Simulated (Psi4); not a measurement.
# A workflow on InCl (SMILES [Cl][In])

Aim: a structure relaxation (PBEh-3c/def2-mSVP), then the harmonic vibrations, then a single-point energy (CCSD(T)/def2-TZVP) of InCl. 

The calculation is run with Psi4 1.11.

## (1) The molecule

InCl: 2 atoms, total charge 0, spin state singlet. SMILES: `[Cl][In]`. Geometry: relaxed at PBE0-D4/def2-TZVP. The run starts from this shape.

Bond lengths: Cl1–In2 2.414 Å.

## (2) A structure relaxation at PBEh-3c/def2-mSVP (density fitting, core potential) (run 1)

job.inp reads:

```
memory 1600 mb

molecule system {
  0 1
  Cl     0.000000     0.000000    -0.013930
  In     0.000000     0.000000     2.399590
  symmetry c1
}

set geom_maxiter 60

e, wfn = opt("pbeh-3c", return_wfn=True)
print_variables()
```

On the command line:

```bash
$ psi4 job.inp job.out -n 1
```

job.out:

```text
Psi4 1.11 release

gradient() will perform analytic gradient computation.

   => Loading Basis Set <=

    Name: DEF2-MSVP
    Role: ORBITAL
    Keyword: BASIS

    !!!  WARNING: ECP capability is in beta. Please check occupations closely.  !!!

   => PBEH3C: Empirical Dispersion <=

        s6 =       1.000000
        s8 =       0.000000
        a1 =       0.486000
        a2 =       4.500000

         ---------------------------------------------------------
                                   SCF
                              RKS Reference
                        1 Threads,   1525 MiB Core
         ---------------------------------------------------------

  ==> Geometry <==

    Molecular point group: c1
    Full point group: C_inf_v

    Geometry (in Angstrom), charge = 0, multiplicity = 1:

       Center              X                  Y                   Z               Mass
    ------------   -----------------  -----------------  -----------------  -----------------
         CL           0.000000000000     0.000000000000    -1.850388705174    34.968852682000
         IN           0.000000000000     0.000000000000     0.563131294826   114.903878776000

  Running in c1 symmetry.

  Rotational constants: A = ************  B =      0.10794  C =      0.10794 [cm^-1]
  Rotational constants: A = ************  B =   3236.10009  C =   3236.10009 [MHz]
  Nuclear repulsion =   78.274165620831809

  Charge       = 0
  Multiplicity = 1
  Electrons    = 38
  Nalpha       = 19
  Nbeta        = 19

  ==> Algorithm <==

  SCF Algorithm Type is DF.
  DIIS enabled.
  MOM disabled.
  Fractional occupation disabled.
  Guess Type is SAD.
  Energy threshold   = 1.00e-08
  Density threshold  = 1.00e-08
  Integral threshold = 1.00e-12

  ==> Primary Basis <==

  Basis Set: DEF2-MSVP
    Blend: DEF2-MSVP
    Number of shells: 18
    Number of basis functions: 44
    Number of Cartesian functions: 47
    Spherical Harmonics?: true
    Max angular momentum: 2

  Core potential: DEF2-MSVP
    Number of shells: 4
    Number of ECP primitives: 18
    Number of ECP core electrons: 28
    Max angular momentum: 3

  ==> DFT Potential <==

   => LibXC <=

    Version 7.1.2

   => Composite Functional: PBEH3C <=

    PBE Hybrid based 3C composite method with a small basis set, gCP and D3(BJ)

    Deriv               =              1
    GGA                 =           TRUE
    Meta                =          FALSE

    Exchange Hybrid     =           TRUE
    MP2 Hybrid          =          FALSE

   => Exchange Functionals <=

    0.5800     XC_GGA_X_PBE

   => Exact (HF) Exchange <=

    0.4200               HF

   => Correlation Functionals <=

    1.0000     XC_GGA_C_PBE

   => LibXC Density Thresholds  <==

    XC_GGA_C_PBE:  1.00E-12
    XC_GGA_X_PBE:  1.00E-15

   => Molecular Quadrature <=

    Radial Scheme          =       TREUTLER
    Pruning Scheme         =           NONE
    Nuclear Scheme         =       TREUTLER

    Blocking Scheme        =         OCTREE
    BS radius alpha        =              1
    Pruning alpha          =              1
    Radial Points          =             75
    Spherical Points       =            302
    Total Points           =          42413
    Total Blocks           =            414
    Max Points             =            256
    Max Functions          =             44
    Weights Tolerance      =       1.00E-15

   => Loading Basis Set <=

    Name: (DEF2-MSVP AUX)
    Role: JKFIT
    Keyword: DF_BASIS_SCF

  ==> Integral Setup <==

  DFHelper Memory: AOs need 0.006 GiB; user supplied 1.073 GiB.
  SCF_SUBTYPE=INCORE selected. In-core MEM_DF algorithm will be used.
  Using in-core AOs.

  ==> MemDFJK: Density-Fitted J/K Matrices <==

    J tasked:                   Yes
    K tasked:                   Yes
    wK tasked:                   No
    Memory [MiB]:              1098
    Algorithm:                 Core
    Schwarz Cutoff:           1E-12
    Mask sparsity (%):       0.5165
    Fitting Condition:        1E-10

   => Auxiliary Basis Set <=

  Basis Set: (DEF2-MSVP AUX)
    Blend: DEF2-UNIVERSAL-JKFIT
    Number of shells: 84
    Number of basis functions: 346
    Number of Cartesian functions: 464
    Spherical Harmonics?: true
    Max angular momentum: 5

  Cached 100.0% of DFT collocation blocks in 0.045 [GiB].

  Minimum eigenvalue in the overlap matrix is 3.6344528736E-02.
  Reciprocal condition number of the overlap matrix is 1.1569820907E-02.
    Using symmetric orthogonalization.

  ==> Pre-Iterations <==

  SCF Guess: Superposition of Atomic Densities via on-the-fly atomic UHF (no occupation information).

   -------------------------
    Irrep   Nso     Nmo
   -------------------------
     A         44      44
   -------------------------
    Total      44      44
   -------------------------

  ==> Iterations <==

                           Total Energy        Delta E     RMS |[F,P]|

   @DF-RKS iter SAD:  -648.77020693600332   -6.48770e+02   0.00000e+00
[... 1 line left out ...]
   @DF-RKS iter   2:  -649.89361374315445   -2.25672e-02   5.83199e-03 ADIIS/DIIS
[... 1 line left out ...]
   @DF-RKS iter   4:  -649.92963436308037   -1.03731e-03   9.69653e-05 DIIS
[... 1 line left out ...]
   @DF-RKS iter   6:  -649.92964945420340   -8.03590e-07   4.70192e-06 DIIS
[... 1 line left out ...]
   @DF-RKS iter   8:  -649.92964949673706   -2.58490e-09   1.43034e-07 DIIS
[... 1 line left out ...]
   @DF-RKS iter  10:  -649.92964949681630   -1.70530e-12   2.76913e-09 DIIS
[... 29 lines left out ...]
    Final Occupation by Irrep:
[... 9 lines left out ...]
    Nuclear Repulsion Energy =             78.2741656208318091
[... 1 line left out ...]
    Two-Electron Energy =                 425.7056931241114057
[... 1 line left out ...]
    Empirical Dispersion Energy =           0.0003162882892928
[... 1 line left out ...]
    Total Energy =                       -649.9296494968164097
[... 15 lines left out ...]
 Dipole Y            :          0.0000001            0.0000000            0.0000001
[... 111 lines left out ...]
    Weights Tolerance      =       1.00E-15
[... 35 lines left out ...]
	Measures of convergence in internal coordinates in au.
[... 6 lines left out ...]
	  Convergence Criteria     1.00e-06 *    3.00e-04 *             o    1.20e-03 *             o~
[... 142 lines left out ...]
    Weights Tolerance      =       1.00E-15
[... 64 lines left out ...]
                           Total Energy        Delta E     RMS |[F,P]|
[... 2 lines left out ...]
   @DF-RKS iter   1:  -649.92965036634462   -6.07951e-04   1.40175e-05 DIIS
[... 1 line left out ...]
   @DF-RKS iter   3:  -649.92965067713703   -2.19969e-07   1.03829e-06 DIIS
[... 1 line left out ...]
   @DF-RKS iter   5:  -649.92965067838020   -1.00727e-10   3.18383e-08 DIIS
[... 1 line left out ...]
  Energy and wave function converged.
[... 34 lines left out ...]
  @DF-RKS Final Energy:  -649.92965067838304
[... 4 lines left out ...]
    One-Electron Energy =               -1127.2831259185240924
[... 1 line left out ...]
    DFT Exchange-Correlation Energy =     -26.4612316836355070
[... 1 line left out ...]
    VV10 Nonlocal Energy =                  0.0000000000000000
[... 15 lines left out ...]
 Dipole X            :         -0.0000000            0.0000000           -0.0000000
[... 1 line left out ...]
 Dipole Z            :         38.4124266          -37.1368920            1.2755346
[... 22 lines left out ...]
  Nuclear repulsion =   78.189940288914826

  ==> Basis Set <==

  Basis Set: DEF2-MSVP
    Blend: DEF2-MSVP
    Number of shells: 18
    Number of basis functions: 44
    Number of Cartesian functions: 47
    Spherical Harmonics?: true
    Max angular momentum: 2

  Core potential: DEF2-MSVP
    Number of shells: 4
    Number of ECP primitives: 18
    Number of ECP core electrons: 28
    Max angular momentum: 3

  ==> DFJKGrad: Density-Fitted SCF Gradients <==

    Gradient:                    1
    J tasked:                  Yes
    K tasked:                  Yes
    wK tasked:                  No
    Integrals threads:           1
    Memory [MiB]:             1144
    Schwarz Cutoff:          1E-12
    Fitting Condition:       1E-10

   => Auxiliary Basis Set <=

  Basis Set: (DEF2-MSVP AUX)
    Blend: DEF2-UNIVERSAL-JKFIT
    Number of shells: 84
    Number of basis functions: 346
    Number of Cartesian functions: 464
    Spherical Harmonics?: true
    Max angular momentum: 5

  ==> DFT Potential <==

   => LibXC <=

    Version 7.1.2

   => Composite Functional: PBEH3C <=

    PBE Hybrid based 3C composite method with a small basis set, gCP and D3(BJ)

    Deriv               =              1
    GGA                 =           TRUE
    Meta                =          FALSE

    Exchange Hybrid     =           TRUE
    MP2 Hybrid          =          FALSE

   => Exchange Functionals <=

    0.5800     XC_GGA_X_PBE

   => Exact (HF) Exchange <=

    0.4200               HF

   => Correlation Functionals <=

    1.0000     XC_GGA_C_PBE

   => LibXC Density Thresholds  <==

    XC_GGA_C_PBE:  1.00E-12
    XC_GGA_X_PBE:  1.00E-15

   => Molecular Quadrature <=

    Radial Scheme          =       TREUTLER
    Pruning Scheme         =           NONE
    Nuclear Scheme         =       TREUTLER

    Blocking Scheme        =         OCTREE
    BS radius alpha        =              1
    Pruning alpha          =              1
    Radial Points          =             75
    Spherical Points       =            302
    Total Points           =          42413
    Total Blocks           =            414
    Max Points             =            254
    Max Functions          =             44
    Weights Tolerance      =       1.00E-15

  -Total Gradient:
     Atom            X                  Y                   Z
    ------   -----------------  -----------------  -----------------
       1        0.000000000004     0.000000000000     0.000012999355
       2       -0.000000000004    -0.000000000000     0.000030265159

	total time  =          0 seconds =       0.00 minutes

    			-----------------------------------------

    			 OPTKING 3.0: for geometry optimizations

    			        with contributions from

    			-----------------------------------------

	                            ===> Fragment 1 <==

	 Z (Atomic Numbers)          Masses                          Geom
	      17.000000            34.968853          0.00000000  0.00000000 -3.50049451
	      49.000000            114.903879         0.00000000  0.00000000  1.06531023

	 - Coordinate -           - BOHR/RAD -       - ANG/DEG -
	 R(1,2)           =         4.565805           2.416120

	        --- Internal Coordinate Step in ANG or DEG, aJ/ANG or AJ/DEG ---
	-------------------------------------------------------------------------------
	           Coordinate      Previous         Force          Change          New
	           ----------      --------        ------          ------        ------
	               R(1,2)       2.41612       -0.00007       -0.00004       2.41608
	-------------------------------------------------------------------------------

	                                 ==> Convergence Check <==

	Measures of convergence in internal coordinates in au.

	Criteria marked as inactive (o), active & met (*), and active & unmet ( ).

	----------------------------------------------------------------------------------------------
	   Step    Total Energy     Delta E     Max Force     RMS Force      Max Disp      RMS Disp
	----------------------------------------------------------------------------------------------
	  Convergence Criteria     1.00e-06 *    3.00e-04 *             o    1.20e-03 *             o
	----------------------------------------------------------------------------------------------
	     2    -649.92965068   -1.18e-06      8.63e-06 *    8.63e-06 o    7.59e-05 *    7.59e-05 o  ~
	----------------------------------------------------------------------------------------------

Next Geometry in Ang
	Fragment 1 (Ang)

	   Cl   0.0000000000   0.0000000000  -1.8523618317
	   In   0.0000000000   0.0000000000   0.5637178020

    Final optimized geometry and variables:
    Molecular point group: c1
    Full point group: C_inf_v

    Geometry (in Angstrom), charge = 0, multiplicity = 1:

    CL           0.000000000000     0.000000000000    -1.852381923257
    IN           0.000000000000     0.000000000000     0.563737893578

  Variable Map:
  ----------------------------------------------------------------------------
  "CURRENT ENERGY"                      =>    -649.929650678383
  "CURRENT REFERENCE ENERGY"            =>    -649.929650678383
  "DD SOLVATION ENERGY"                 =>       0.000000000000
  "DFT FUNCTIONAL TOTAL ENERGY"         =>    -649.929963912421
  "DFT TOTAL ENERGY"                    =>    -649.929650678383
  "DFT VV10 ENERGY"                     =>       0.000000000000
  "DFT XC ENERGY"                       =>     -26.461231683636
  "DISPERSION CORRECTION ENERGY"        =>      -0.000479999862
  "GRID ELECTRONS ALPHA"                =>      18.999999264337
  "GRID ELECTRONS BETA"                 =>      18.999999264337
  "GRID ELECTRONS TOTAL"                =>      37.999998528674
  "NUCLEAR REPULSION ENERGY"            =>      78.189940288915
  "ONE-ELECTRON ENERGY"                 =>   -1127.283125918524
  "OPTIMIZATION ITERATIONS"             =>       2.000000000000
  "PBEH3C DISPERSION CORRECTION ENERGY" =>      -0.000479999862
  "PCM POLARIZATION ENERGY"             =>       0.000000000000
  "PE ENERGY"                           =>       0.000000000000
  "SCF ITERATION ENERGY"                =>    -649.929650678383
  "SCF ITERATIONS"                      =>       6.000000000000
  "SCF TOTAL ENERGY"                    =>    -649.929650678383
  "TWO-ELECTRON ENERGY"                 =>     425.624453400824
  "XC GRID RADIAL POINTS"               =>      75.000000000000
  "XC GRID SPHERICAL POINTS"            =>     302.000000000000
  "XC GRID TOTAL POINTS"                =>   42413.000000000000

  Array Variable Map:
  ----------------------------------------------------------------------------
  "-D GRADIENT"                         =>       0.000000000000 ... -0.000622316162 2 by 3
  "CURRENT DIPOLE"                      =>      -0.000000000049 ... 1.275534590845 1 by 3
  "CURRENT GRADIENT"                    =>       0.000000000004 ... 0.000030265159 2 by 3
  "DFT TOTAL GRADIENT"                  =>       0.000000000004 ... 0.000030265159 2 by 3
  "DISPERSION CORRECTION GRADIENT"      =>       0.000000000000 ... 0.000010531187 2 by 3
  "PBEH3C DISPERSION CORRECTION GRADIENT" =>       0.000000000000 ... 0.000010531187 2 by 3
  "SCF DIPOLE"                          =>      -0.000000000049 ... 1.275534590845 1 by 3
  "SCF TOTAL ENERGIES"                  =>    -649.929042415096 ... -649.929650678383 1 by 7
  "SCF TOTAL GRADIENT"                  =>       0.000000000004 ... 0.000030265159 2 by 3

    Psi4 run time: 0:00:05.01
```

On the terminal:

```text
Optimizer: Optimization complete!
```

Wall time 6.3 s (1 thread of INTEL XEON PLATINUM 8581C at 2.10GHz (Emerald Rapids), shared host); peak memory 0.29 GiB.

After the run. Bond lengths: Cl1–In2 2.416 Å.

## (3) Vibrational wavenumbers at PBEh-3c/def2-mSVP (density fitting, core potential) (run 2)

clin.dat reads:

```
memory 1.6 GB

molecule {
  0 1
  Cl     0.000000     0.000000    -0.015923
  In     0.000000     0.000000     2.400197
}

set t 298.15
set rotational_symmetry_number 1

frequencies("pbeh-3c")
```

On the command line:

```bash
$ psi4 -i clin.dat -o clin.out -n 1
```

clin.out (excerpt; [...] marks lines left out):

```text
[...]
    !!!  WARNING: ECP capability is in beta. Please check occupations closely.  !!!
[...]
  Running in c2v symmetry.
[...]
  Nuclear repulsion =   78.189934361368643
[...]
  Multiplicity = 1
[...]
  Nalpha       = 19
  Nbeta        = 19
[...]
    Number of basis functions: 44
[...]
   @DF-RKS iter   1:  -649.87094330773675   -1.10173e+00   1.27973e-02 ADIIS/DIIS
[...]
  Running in cs symmetry.
[...]
   @DF-RKS iter  10:  -649.92965067890623   -6.82121e-13   4.08350e-09 DIIS
[...]
  @DF-RKS Final Energy:  -649.92965067890623
   => Energetics <=
    Nuclear Repulsion Energy =             78.1899326125987528
    One-Electron Energy =               -1127.2831075555736788
    Two-Electron Energy =                 425.6244425308044583
    DFT Exchange-Correlation Energy =     -26.4612315004782310
    Empirical Dispersion Energy =           0.0003132337425456
    VV10 Nonlocal Energy =                  0.0000000000000000
    Total Energy =                       -649.9296506789061141
[...]
 Multipole Moments:
 ------------------------------------------------------------------------------------
     Multipole            Electronic (a.u.)      Nuclear  (a.u.)        Total (a.u.)
 ------------------------------------------------------------------------------------
 L = 1.  Multiply by 2.5417464519 to convert [e a0] to [Debye]
 Dipole X            :          0.0000000            0.0000000            0.0000000
 Dipole Y            :          0.0081243           -0.0078544            0.0002699
 Dipole Z            :         38.4124300          -37.1368948            1.2755352
 Magnitude           :                                                    1.2755352
[...]
  -Total Gradient:
     Atom            X                  Y                   Z
    ------   -----------------  -----------------  -----------------
       1        0.000000000000     0.000000001653     0.000012951890
       2        0.000000000000     0.000000007498     0.000030312662
[...]
  ==> Harmonic Vibrational Analysis <==
[...]
  Freq [cm^-1]                 333.8337
[...]
  IR activ [km/mol]            75.2416
[...]
  Total E_0, Enthalpy at 0 [K]                                                         -649.92889015 [Eh]
[...]
  Total H, Enthalpy at  298.15 [K]                                                     -649.92520597 [Eh]
[...]
  Total G, Gibbs energy at  298.15 [K]                                                 -649.95332437 [Eh]
[...]
```

Standard output:

```text
Warning: used thermodynamics relations inappropriate for low-frequency modes: ['333.8337']
```

It took 11 s on 1 thread of INTEL XEON PLATINUM 8581C at 2.10GHz (Emerald Rapids), shared host; peak memory 0.28 GiB.

## (4) The energy at CCSD(T)/def2-TZVP (core potential) (run 3)

job.dat reads:

```
memory 1600 MB

molecule {
  Cl
  In 1 2.41612
}

set basis def2-TZVP
set reference rhf
set scf_type pk
set num_frozen_docc 9

e_tot = energy('ccsd(t)')
print_variables()
```

On the command line:

```bash
$ psi4 -i job.dat -o job.out -n 1
```

job.out (excerpt; [...] marks lines left out):

```text
[...]
    !!!  WARNING: ECP capability is in beta. Please check occupations closely.  !!!
[...]
  Running in c2v symmetry.
[...]
  Nuclear repulsion =   78.189934361368657
[...]
  Multiplicity = 1
[...]
  Nalpha       = 19
  Nbeta        = 19
[...]
    Number of basis functions: 87
[...]
   @RHF iter   1:  -648.74697774175911   -1.16049e+00   8.35336e-03 ADIIS/DIIS
[...]
   @RHF iter  12:  -648.81182231372929   -4.54747e-13   2.11503e-09 DIIS
[...]
    Orbital Energies [Eh]
    ---------------------
    Doubly Occupied:
       1A1  -104.774982     2A1   -10.503687     3A1    -7.970014
       1B1    -7.969468     1B2    -7.969468     4A1    -5.397548
       2B1    -3.652725     2B2    -3.652725     5A1    -3.646916
       6A1    -1.060694     1A2    -1.039313     7A1    -1.039313
       3B2    -1.033386     3B1    -1.033386     8A1    -0.996650
       9A1    -0.501769     4B1    -0.422790     4B2    -0.422790
      10A1    -0.338482
[...]
  @RHF Final Energy:  -648.81182231372929
   => Energetics <=
    Nuclear Repulsion Energy =             78.1899343613686568
    One-Electron Energy =               -1127.1513076228777663
    Two-Electron Energy =                 400.1495509477799146
    Total Energy =                       -648.8118223137291807
[...]
 Multipole Moments:
 ------------------------------------------------------------------------------------
     Multipole            Electronic (a.u.)      Nuclear  (a.u.)        Total (a.u.)
 ------------------------------------------------------------------------------------
 L = 1.  Multiply by 2.5417464519 to convert [e a0] to [Debye]
 Dipole X            :          0.0000000            0.0000000            0.0000000
 Dipole Y            :          0.0000000            0.0000000            0.0000000
 Dipole Z            :         38.5257917          -37.1368948            1.3888969
 Magnitude           :                                                    1.3888969
[...]
      * MP2 total energy                      = -649.262433900695100
[...]
      * CCSD total energy                     = -649.272031354792716
[...]
      * CCSD(T) total energy                  = -649.288318152117881
[...]
```

Run time: 7.2 s. Hardware: 1 thread of INTEL XEON PLATINUM 8581C at 2.10GHz (Emerald Rapids), shared host; peak memory 0.32 GiB.

## (5) What came out

| quantity | value |
| --- | --- |
| run 1, PBEh-3c/def2-mSVP: total energy at the end | -649.92965 Eh |
| run 1, PBEh-3c/def2-mSVP: dipole moment | 3.24 D |
| run 1, PBEh-3c/def2-mSVP: HOMO energy | -7.93 eV |
| run 1, PBEh-3c/def2-mSVP: LUMO energy | -1.39 eV |
| run 1, PBEh-3c/def2-mSVP: HOMO–LUMO gap | 6.54 eV |
| run 1, PBEh-3c/def2-mSVP: bond length | 2.416 Å |
| run 2, PBEh-3c/def2-mSVP: harmonic wavenumber | 334 cm⁻¹ |
| run 2, PBEh-3c/def2-mSVP: zero-point energy | 2.0 kJ/mol |
| run 2, PBEh-3c/def2-mSVP: ideal-gas entropy at 298.15 K (symmetry number 1 as used) | 59.2 cal/(mol K) |
| run 3, CCSD(T)/def2-TZVP: total energy | -649.28832 Eh |
| run 3, CCSD(T)/def2-TZVP: HOMO energy (Hartree–Fock orbitals) | -9.21 eV |
| run 3, CCSD(T)/def2-TZVP: LUMO energy (Hartree–Fock orbitals) | 0.43 eV |
| run 3, CCSD(T)/def2-TZVP: HOMO–LUMO gap (Hartree–Fock orbitals) | 9.64 eV |
| run 3, CCSD(T)/def2-TZVP: correlation energy (9 core orbitals frozen) | -476.5 mEh |
| run 3, CCSD(T)/def2-TZVP: (T) correction | -16.29 mEh |
| run 3, CCSD(T)/def2-TZVP: T1 diagnostic | 0.015 |

In words: The optimisation (run 1, PBEh-3c/def2-mSVP) took 2 steps and changed the energy by -0.000 eV. The one mode (run 2, PBEh-3c/def2-mSVP) is real, so the shape is a minimum at this level. The triples (run 3, CCSD(T)/def2-TZVP) make up 3.4 % of the correlation energy.
